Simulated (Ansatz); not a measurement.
C₂H₈BSb, SMILES C[B](C)[SbH2]: an atomisation energy, run with Ansatz's Python interface.

Script `tae.py`:
```python
'''Atomisation energy of C2H8BSb at the given geometry.'''

from collections import Counter

import ansatz as az

SETTINGS = {
    'basis': 'def2-SVPD',
    'functional': 'pbe',
    'dispersion': 'd4',
}


def single_point(molecule, charge=0, unpaired=0):
    calc = (
        molecule.calculation()
        .basis(gaussian=SETTINGS['basis'])
        .functional(SETTINGS['functional'], dispersion=SETTINGS['dispersion'])
    )
    if charge:
        calc = calc.charge(charge)
    if unpaired:
        calc = calc.spin('collinear', total=unpaired)
    report = calc.run().report
    if report['published_state_doubts']:
        print('  doubts:', report['published_state_doubts'])
    return report['free_energy_ev']

GEOMETRY = '''
C    -0.26150    1.58860   -0.47160
B    -0.19180    0.10540   -0.05790
C     0.83090   -0.33830    1.03170
Sb   -1.41830   -1.41890   -1.02770
H    -1.08890    1.73810   -1.28100
H    -0.58580    2.26040    0.39930
H     0.68920    1.98670   -0.88250
H     0.36630   -0.79600    1.88710
H     1.43510    0.55610    1.45780
H     1.57220   -1.07050    0.62640
H    -0.13950   -2.07520   -1.91040
H    -1.13100   -2.59180    0.26280
'''

mol = az.Crystal.molecule()
for line in GEOMETRY.strip().splitlines():
    symbol, *xyz = line.split()
    mol = mol.atom(symbol, [float(v) for v in xyz])

# Hund ground states
unpaired = {'C': 2, 'B': 1, 'Sb': 3, 'H': 1}
counts = Counter(site.symbol for site in mol.cartesian_sites)
atom_energy = {s: single_point(az.Crystal.molecule().atom(s, (0, 0, 0)), 0, unpaired[s]) for s in counts}
whole = single_point(mol, 0, 0)
for s, e in atom_energy.items():
    print(f'{s:2s} x{counts[s]}  {e:14.5f} eV')
print(f'C2H8BSb: {whole:.5f} eV')
split = sum(counts[s] * e for s, e in atom_energy.items()) - whole
print(f'atomisation energy (no zero-point term): {split:.3f} eV, {split / sum(counts.values()):.3f} eV an atom')
```

What does it cost to take this molecule apart into atoms?

43.087 eV from the electronic energies, without the zero-point term.

What the script printed:

```console
$ python tae.py
C  x2     -1027.28940 eV
B  x1      -668.91551 eV
Sb x1     -6536.23552 eV
H  x8       -13.56840 eV
C2H8BSb: -9411.36370 eV
atomisation energy (no zero-point term): 43.087 eV, 3.591 eV an atom
```

Total energies depend on the basis set; only differences at equal settings carry meaning. The geometry is a force-field or estimated start, not a minimum of this method, and the basis set is short of its limit. All parts are taken at fixed geometry, without zero-point energy. def2 sets replace the cores of elements past krypton by effective core potentials. This functional overbinds, so such energies come out a few per cent too high (LDA far more). The spin-orbit lowering of heavy atoms is left out. Hardware and time: 7.1 s on 1 thread of Intel(R) Xeon(R) Platinum 8259CL CPU @ 2.50GHz (Skylake/Cascade Lake), with other jobs on the host, peak memory 0.25 GiB.

(Lines on the test bed's own set-up are left out of the output.)
